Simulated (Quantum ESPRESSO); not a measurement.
# Li4P (P-62m) in Quantum ESPRESSO: further runs

Aim: see how the results for Li4P move with the level of theory and the settings. Levels: PBE+D3M(BJ), BLYP+D2. Tasks: real-space fields, band structure.

All numbers are computed with Quantum ESPRESSO 7.5; they aren't measurements. Logs are shortened: lines on timing, memory, paths and dates and some standing lists are left out, and cuts for length are marked.

## (1) The crystal as given

The structure is hexagonal, space group P-62m (No. 189). Conventional cell: a = 4.830 Å, b = 4.830 Å, c = 3.870 Å, α = 90.00°, β = 90.00°, γ = 120.00°. Li (site symmetry m2m) has 1 P at 1.85 Å as nearest neighbours. Around Li (site symmetry -62m) lie 2 P at 1.94 Å. P (site symmetry -62m) has 5 Li at 1.85 to 1.94 Å as nearest neighbours.

The cell was built by a generator and needn't be a form met in nature.

## (2) Real-space fields, PBE+D3M(BJ)

pw.in

```
&CONTROL
  calculation = 'scf'
  prefix = 'pwscf'
  outdir = './tmp'
  pseudo_dir = './pseudo'
  tprnfor = .true.
  tstress = .true.
  disk_io = 'low'
/
&SYSTEM
  ibrav = 0
  nat = 5
  ntyp = 2
  ecutwfc = 36
  ecutrho = 216
  nbnd = 15
  occupations = 'smearing'
  smearing = 'fd'
  degauss = 0.01469973
  vdw_corr = 'grimme-d3'
  dftd3_version = 6
/
&ELECTRONS
  conv_thr = 1d-09
  electron_maxstep = 120
  mixing_beta = 0.5
/
ATOMIC_SPECIES
Li     6.9400 Li.GGA_PBE-JTH.UPF
P     30.9738 P.GGA_PBE-JTH.UPF
CELL_PARAMETERS angstrom
   4.8297946900    0.0000000000    0.0000000000
  -2.4148973500    4.1827249000    0.0000000000
   0.0000000000    0.0000000000    3.8701965400
ATOMIC_POSITIONS crystal
Li     0.6178541100    0.0000000000    0.0000000000
Li     0.0000000000    0.6178541100    0.0000000000
Li     0.3821458900    0.3821458900    0.0000000000
Li     0.0000000000    0.0000000000    0.5000000000
P      0.0000000000    0.0000000000    0.0000000000
K_POINTS automatic
7 7 7 0 0 0
```

pp_density.in

```
&INPUTPP
  prefix = 'pwscf'
  outdir = './tmp'
  filplot = 'density.dat'
  plot_num = 0
/
&PLOT
  nfile = 1
  filepp(1) = 'density.dat'
  iflag = 3
  output_format = 6
  fileout = 'density.cube'
/
```

pp_potential.in

```
&INPUTPP
  prefix = 'pwscf'
  outdir = './tmp'
  filplot = 'potential.dat'
  plot_num = 11
/
&PLOT
  nfile = 1
  filepp(1) = 'potential.dat'
  iflag = 3
  output_format = 6
  fileout = 'potential.cube'
/
```

pp_potential_ks.in

```
&INPUTPP
  prefix = 'pwscf'
  outdir = './tmp'
  filplot = 'potential_ks.dat'
  plot_num = 1
/
&PLOT
  nfile = 1
  filepp(1) = 'potential_ks.dat'
  iflag = 3
  output_format = 6
  fileout = 'potential_ks.cube'
/
```

Potentials or basis: JTH 2.0 PBE.

On the command line:

```
> OMP_NUM_THREADS=1 pw.x -in pw.in > pw.out
> OMP_NUM_THREADS=1 pp.x -in pp_density.in > pp_density.out
> OMP_NUM_THREADS=1 pp.x -in pp_potential.in > pp_potential.out
> OMP_NUM_THREADS=1 pp.x -in pp_potential_ks.in > pp_potential_ks.out
```

pw.out:

```text
This program is part of the open-source Quantum ESPRESSO suite
     for quantum simulation of materials; please cite
         "P. Giannozzi et al., J. Phys.:Condens. Matter 21 395502 (2009);
         "P. Giannozzi et al., J. Phys.:Condens. Matter 29 465901 (2017);
         "P. Giannozzi et al., J. Chem. Phys. 152 154105 (2020);
     in publications or presentations arising from this work. More details at

     file Li.GGA_PBE-JTH.UPF: wavefunction(s)  1S 2S 0S 2P 0P renormalized
     file P.GGA_PBE-JTH.UPF: wavefunction(s)  0S 0P renormalized
     Message from routine setup:
     using ibrav=0 with symmetry is DISCOURAGED, use correct ibrav instead

     G-vector sticks info
     --------------------
     sticks:   dense  smooth     PW     G-vecs:    dense   smooth      PW
     Sum        1237     823    253                28319    15417    2535

     Using Slab Decomposition

     bravais-lattice index     =            0
     lattice parameter (alat)  =       9.1270  a.u.
     unit-cell volume          =     527.6156 (a.u.)^3
     number of atoms/cell      =            5
     number of atomic types    =            2
     number of electrons       =        17.00
     number of Kohn-Sham states=           15
     kinetic-energy cutoff     =      36.0000  Ry
     charge density cutoff     =     216.0000  Ry
     scf convergence threshold =      1.0E-09
     mixing beta               =       0.5000
     number of iterations used =            8  plain     mixing
     Exchange-correlation= SLA PW PBX PBC
                           (   1   4   3   4   0   0   0)

     celldm(1)=   9.126989  celldm(2)=   0.000000  celldm(3)=   0.000000
     celldm(4)=   0.000000  celldm(5)=   0.000000  celldm(6)=   0.000000

     crystal axes: (cart. coord. in units of alat)
               a(1) = (   1.000000   0.000000   0.000000 )
               a(2) = (  -0.500000   0.866025   0.000000 )
               a(3) = (   0.000000   0.000000   0.801317 )

     reciprocal axes: (cart. coord. in units 2 pi/alat)
               b(1) = (  1.000000  0.577350 -0.000000 )
               b(2) = (  0.000000  1.154701  0.000000 )
               b(3) = (  0.000000 -0.000000  1.247946 )

     PseudoPot. # 1 for Li read from file:
     Li.GGA_PBE-JTH.UPF
     Pseudo is Projector augmented-wave + core cor, Zval =  3.0
     Generated using ATOMPAW code
     Shape of augmentation charge: BESSEL
     Using radial grid of  865 points,  5 beta functions with:
                l(1) =   0
                l(2) =   0
                l(3) =   0
                l(4) =   1
                l(5) =   1
     Q(r) pseudized with 0 coefficients

     PseudoPot. # 2 for P  read from file:
     P.GGA_PBE-JTH.UPF
     Pseudo is Projector augmented-wave + core cor, Zval =  5.0
     Generated using ATOMPAW code
     Shape of augmentation charge: SINC**2
     Using radial grid of  994 points,  4 beta functions with:
                l(1) =   0
                l(2) =   0
                l(3) =   1
                l(4) =   1
     Q(r) pseudized with 0 coefficients

     atomic species   valence    mass     pseudopotential
     Li                3.00     6.94000     Li( 1.00)
     P                 5.00    30.97380     P ( 1.00)

     12 Sym. Ops. (no inversion) found

   Cartesian axes

     site n.     atom                  positions (alat units)
         1        Li     tau(   1) = (   0.6178541   0.0000000   0.0000000  )
         2        Li     tau(   2) = (  -0.3089271   0.5350774   0.0000000  )
         3        Li     tau(   3) = (   0.1910729   0.3309480   0.0000000  )
         4        Li     tau(   4) = (   0.0000000   0.0000000   0.4006585  )
         5        P      tau(   5) = (   0.0000000   0.0000000   0.0000000  )

     --------------------------------------------
     DFT-D3 Dispersion Correction (3-body terms):
     --------------------------------------------
       Reference C6 values for interpolation:

         atom   Coordination number   C6
         Li         0.000          2326.89
         Li         0.987           170.64
         P          0.000           383.38
         P          0.995           361.25
         P          2.010           351.11
         P          2.986           303.38

       Values used:

         atom   Coordination number  R0_AB[au]  C6      C8
         Li         9.092            3.303    170.64  12899.87
         Li         9.092            3.303    170.64  12899.87
         Li         9.092            3.303    170.64  12899.87
         Li         9.034            3.303    170.64  12899.87
         P          7.076            3.309    303.38  16807.02

         Molecular C6 ( Ry / a.u.^6 ) =      4743.15

     number of k points=    32  Fermi-Dirac smearing, width (Ry)=  0.0147
                       cart. coord. in units 2pi/alat
        k(    1) = (   0.0000000   0.0000000   0.0000000), wk =   0.0058309
        k(    2) = (   0.0000000   0.0000000   0.1782779), wk =   0.0116618
        k(    3) = (   0.0000000   0.0000000   0.3565559), wk =   0.0116618
        k(    4) = (   0.0000000   0.0000000   0.5348338), wk =   0.0116618
        k(    5) = (   0.0000000   0.1649572   0.0000000), wk =   0.0349854
        k(    6) = (   0.0000000   0.1649572   0.1782779), wk =   0.0699708
[... 24 lines left out ...]
        k(   31) = (   0.2857143   0.4948717   0.3565559), wk =   0.0699708
        k(   32) = (   0.2857143   0.4948717   0.5348338), wk =   0.0699708

     Dense  grid:    28319 G-vectors     FFT dimensions: (  45,  45,  36)

     Smooth grid:    15417 G-vectors     FFT dimensions: (  36,  36,  27)

     Check: negative core charge=   -0.000001

     Initial potential from superposition of free atoms

     starting charge      16.9814, renormalised to      17.0000

     negative rho (up, down):  4.601E-05 0.000E+00
     Starting wfcs are   44 randomized atomic wfcs

     Self-consistent Calculation

     iteration #  1     ecut=    36.00 Ry     beta= 0.50
     Davidson diagonalization with overlap
     ethr =  1.00E-02,  avg # of iterations =  4.3

     negative rho (up, down):  5.519E-04 0.000E+00

     total energy              =    -115.47843090 Ry
     estimated scf accuracy    <       0.64351483 Ry

     iteration #  2     ecut=    36.00 Ry     beta= 0.50
     Davidson diagonalization with overlap
     ethr =  3.79E-03,  avg # of iterations =  2.0

     negative rho (up, down):  6.156E-04 0.000E+00

     total energy              =    -115.65059091 Ry
     estimated scf accuracy    <       0.06240661 Ry

     iteration #  3     ecut=    36.00 Ry     beta= 0.50
     Davidson diagonalization with overlap
     ethr =  3.67E-04,  avg # of iterations =  2.1

     negative rho (up, down):  9.508E-04 0.000E+00

     total energy              =    -115.66187785 Ry
     estimated scf accuracy    <       0.00354891 Ry

     iteration #  4     ecut=    36.00 Ry     beta= 0.50
     Davidson diagonalization with overlap
     ethr =  2.09E-05,  avg # of iterations =  5.8

     negative rho (up, down):  9.365E-04 0.000E+00

     total energy              =    -115.66405569 Ry
     estimated scf accuracy    <       0.00020509 Ry

     iteration #  5     ecut=    36.00 Ry     beta= 0.50
     Davidson diagonalization with overlap
     ethr =  1.21E-06,  avg # of iterations =  4.8

     negative rho (up, down):  9.834E-04 0.000E+00

     total energy              =    -115.66414020 Ry
     estimated scf accuracy    <       0.00004398 Ry

     iteration #  6     ecut=    36.00 Ry     beta= 0.50
     Davidson diagonalization with overlap
     ethr =  2.59E-07,  avg # of iterations =  2.0

     negative rho (up, down):  9.861E-04 0.000E+00

     total energy              =    -115.66414650 Ry
     estimated scf accuracy    <       0.00000109 Ry

     iteration #  7     ecut=    36.00 Ry     beta= 0.50
     Davidson diagonalization with overlap
     ethr =  6.41E-09,  avg # of iterations =  3.2

     negative rho (up, down):  9.855E-04 0.000E+00

     total energy              =    -115.66414714 Ry
     estimated scf accuracy    <       0.00000018 Ry

     iteration #  8     ecut=    36.00 Ry     beta= 0.50
     Davidson diagonalization with overlap
     ethr =  1.03E-09,  avg # of iterations =  2.3

     negative rho (up, down):  9.849E-04 0.000E+00

     total energy              =    -115.66414720 Ry
     estimated scf accuracy    <       0.00000002 Ry

     iteration #  9     ecut=    36.00 Ry     beta= 0.50
     Davidson diagonalization with overlap
     ethr =  9.06E-11,  avg # of iterations =  2.0

     negative rho (up, down):  9.849E-04 0.000E+00

     End of self-consistent calculation

          k = 0.0000 0.0000 0.0000 (  1903 PWs)   bands (ev):

   -43.4209 -43.3627 -43.3627 -42.0584  -6.9746   0.0967   0.0967   0.4914
     2.1630   5.1010   7.5786   7.5786   9.3659   9.6795  10.7544

          k = 0.0000 0.0000 0.1783 (  1898 PWs)   bands (ev):

   -43.4207 -43.3625 -43.3625 -42.0581  -6.9975   0.1908   0.1908   0.1988
     2.6713   5.2353   7.6181   7.6181   8.0273   9.2459   9.2459

          k = 0.0000 0.0000 0.3566 (  1910 PWs)   bands (ev):

   -43.4202 -43.3626 -43.3626 -42.0577  -7.0492  -0.1924   0.4255   0.4255
     3.6089   5.5868   6.8702   7.1780   7.1780   8.5299   8.5299

          k = 0.0000 0.0000 0.5348 (  1934 PWs)   bands (ev):

   -43.4201 -43.3629 -43.3629 -42.0576  -7.0909  -0.3997   0.6450   0.6450
     4.3888   5.9467   6.1279   6.4276   6.4276   9.0518   9.0518

          k = 0.0000 0.1650 0.0000 (  1919 PWs)   bands (ev):

   -43.4181 -43.3651 -43.3637 -42.0586  -6.9783  -0.1266   0.0837   0.5327
     2.6233   4.7102   7.6217   8.3066   8.9708   9.3747  10.5224

          k = 0.0000 0.1650 0.1783 (  1922 PWs)   bands (ev):

   -43.4179 -43.3652 -43.3636 -42.0584  -7.0030  -0.0935   0.1796   0.3990
     3.0241   4.8486   7.2800   7.8922   8.2914   9.1879   9.4508

          k = 0.0000 0.1650 0.3566 (  1931 PWs)   bands (ev):

   -43.4174 -43.3653 -43.3636 -42.0580  -7.0587  -0.1677   0.4150   0.4253
     3.8239   5.2206   6.0590   7.0189   7.8143   8.7276   9.2104

          k = 0.0000 0.1650 0.5348 (  1941 PWs)   bands (ev):

   -43.4170 -43.3654 -43.3638 -42.0577  -7.1035  -0.2854   0.6062   0.6480
     4.5312   5.1098   5.7030   6.1893   7.2771   9.0657   9.2261

          k = 0.0000 0.3299 0.0000 (  1915 PWs)   bands (ev):

   -43.4098 -43.3716 -43.3653 -42.0586  -6.9867  -0.4570   0.0506   0.6299
     3.4162   4.3727   7.7817   8.1336   9.2308   9.5763  10.1143
[... 86 lines left out ...]
          k = 0.1429 0.5774 0.3566 (  1924 PWs)   bands (ev):

   -43.3951 -43.3833 -43.3676 -42.0579  -7.1023  -0.0680   0.2924   0.6541
     3.9347   4.2552   5.9097   5.9947   8.2940   9.7257  10.8369

          k = 0.1429 0.5774 0.5348 (  1931 PWs)   bands (ev):

   -43.3951 -43.3832 -43.3676 -42.0575  -7.1602   0.4276   0.5561   0.6496
     2.9147   4.4632   5.2679   5.9885   7.9283   9.5475  11.2769

          k = 0.2857 0.4949 0.0000 (  1919 PWs)   bands (ev):

   -43.3939 -43.3840 -43.3689 -42.0587  -6.9967  -0.5078  -0.2756   0.7458
     4.2183   4.5296   7.6381   7.9470   8.5639   8.9534   9.5904

          k = 0.2857 0.4949 0.1783 (  1918 PWs)   bands (ev):

   -43.3937 -43.3839 -43.3689 -42.0584  -7.0302  -0.3720  -0.1487   0.7249
     4.2789   4.5283   6.5743   7.0639   7.9102  10.1343  11.0800

          k = 0.2857 0.4949 0.3566 (  1915 PWs)   bands (ev):

   -43.3935 -43.3836 -43.3687 -42.0578  -7.1045   0.0045   0.1925   0.6843
     4.0594   4.2610   5.6966   5.7416   8.5693  10.3681  11.0222

          k = 0.2857 0.4949 0.5348 (  1919 PWs)   bands (ev):

   -43.3933 -43.3834 -43.3687 -42.0574  -7.1630   0.4567   0.5644   0.6462
     3.2075   3.7935   5.4590   5.7175   9.2643   9.8774  10.0702

     the Fermi energy is     3.7246 ev

!    total energy              =    -115.66414720 Ry
     total all-electron energy =      -115.664147 Ry
     estimated scf accuracy    <          1.6E-10 Ry
     smearing contrib. (-TS)   =      -0.01575862 Ry
     internal energy E=F+TS    =    -115.64838858 Ry

     The total energy is F=E-TS. E is the sum of the following terms:
     one-electron contribution =     -47.03845492 Ry
     hartree contribution      =      17.64454175 Ry
     xc contribution           =     -17.06752171 Ry
     ewald contribution        =     -29.47721644 Ry
     DFT-D3 Dispersion         =      -0.18419501 Ry
     one-center paw contrib.   =     -39.52554224 Ry

     convergence has been achieved in   9 iterations

     negative rho (up, down):  9.849E-04 0.000E+00

     Forces acting on atoms (cartesian axes, Ry/au):

     atom    1 type  1   force =    -0.18374347   -0.00000000   -0.00000000
     atom    2 type  1   force =     0.09187174   -0.15912652    0.00000000
     atom    3 type  1   force =     0.09187174    0.15912652   -0.00000000
     atom    4 type  1   force =     0.00000000    0.00000000    0.00000000
     atom    5 type  2   force =     0.00000000    0.00000000    0.00000000

     Total force =     0.318253     Total SCF correction =     0.000000

     Computing stress (Cartesian axis) and pressure

     negative rho (up, down):  9.849E-04 0.000E+00
          total   stress  (Ry/bohr**3)                   (kbar)     P=      221.15
   0.00151255   0.00000000   0.00000000          222.50        0.00        0.00
   0.00000000   0.00151255   0.00000000            0.00      222.50        0.00
   0.00000000   0.00000000   0.00148486            0.00        0.00      218.43

=------------------------------------------------------------------------------=
   JOB DONE.
=------------------------------------------------------------------------------=
```

Run time: 23 s. Hardware: 1 thread of Intel Xeon Platinum 8488C (Sapphire Rapids), shared host; peak memory 0.09 GiB.

Results:

| Item | Value |
| --- | --- |
| Free energy | -1573.6909 eV |
| Pressure | 22.1 GPa |
| Largest force | 4.724 eV/Å |
| Band gap on the k mesh | none (metal or under the smearing width) |

Forces on the atoms (eV/Å):
```
Li  -4.724  0.000  0.000
Li   2.362 -4.091  0.000
Li   2.362  4.091  0.000
Li   0.000  0.000  0.000
P    0.000  0.000  0.000
```

Stress tensor (GPa, compression positive):
```
22.25  0.00  0.00
 0.00 22.25  0.00
 0.00  0.00 21.84
```

Caveat: the cutoff is low for these files, which shifts pressure and relaxed volume; so large a pressure means that the cell lies far from this level's equilibrium, or that cutoff or potentials fall short; pairwise dispersion overbinds metals, which lowers pressure and volume; forces of over 1 eV/Å show positions far from the minimum, so gaps and moduli don't describe the material at rest.

(Continued in part 2 of 2.)
